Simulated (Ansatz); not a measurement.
# MgCdSeS2: the cost of one run

Program: Ansatz 0.2.0. Level of theory: DFT PBE, scalar-relativistic, plane waves, PAW. These are calculated values, not measurements.

### 1 The system as given

The structure is orthorhombic, space group Immm (No. 71). The conventional cell has a = 4.906 Å, b = 6.014 Å, c = 9.227 Å, α = 90.00°, β = 90.00°, γ = 90.00°. Around Mg (site symmetry mmm) lie 2 Se at 2.45 Å. Around Cd (site symmetry mmm) lie 2 S at 2.61 Å. Se (site symmetry mmm) has 2 S at 2.01 Å and 2 Mg at 2.45 Å as nearest neighbours. Around S (site symmetry mm2) lie 1 Se at 2.01 Å and 1 Cd at 2.61 Å.

Coordinates:

```xyz
5
Lattice="-2.4531 3.0070 4.6133 2.4531 -3.0070 4.6133 2.4531 3.0070 -4.6133" Properties=species:S:1:pos:R:3 pbc="T T T"
Mg    2.4531    0.0000    0.0000
Cd    0.0000    0.0000    4.6133
Se    0.0000    0.0000    0.0000
S     0.0000    0.0000    7.2204
S     0.0000    0.0000    2.0063
```

A structure generator made this guess: random cell by space group and Wyckoff sites (Immm, No. 71). Its size is a rough estimate.

### 2 The guess as it stands, on a coarse mesh

The input, input.yaml:

```yaml
crystal:
  lattice:
    - [-2.45310267, 3.00695933, 4.61332753]
    - [2.45310267, -3.00695933, 4.61332753]
    - [2.45310267, 3.00695933, -4.61332753]
  atoms:
    - { symbol: Mg, position: [0.0, 0.5, 0.5] }
    - { symbol: Cd, position: [0.5, 0.5, 0.0] }
    - { symbol: Se, position: [0.0, 0.0, 0.0] }
    - { symbol: S, position: [0.78255786, 0.78255786, 0.0] }
    - { symbol: S, position: [0.21744214, 0.21744214, 0.0] }
basis:
  ecutwfc: 420
kpoints:
  mp_grid: { grid: [4, 4, 4] }
hamiltonian:
  xc: pbe
scf:
  occupations: { method: gaussian, width: 0.1 }
  lower_state_search: "off"
output:
  forces: true
  stress: true
  eigenvalues: true
```

On the command line:

```bash
ansatz run input.yaml --threads 1 --pin off --max-ram 2560MiB --backend cpu --events-out ev --progress --plain --runs-dir out
```

**Question.** How long does this run take on 1 thread of AMD EPYC 9R45 (Zen 5), shared host, and how much memory does it need?

About 1.8 s, with a peak of 0.52 GiB.
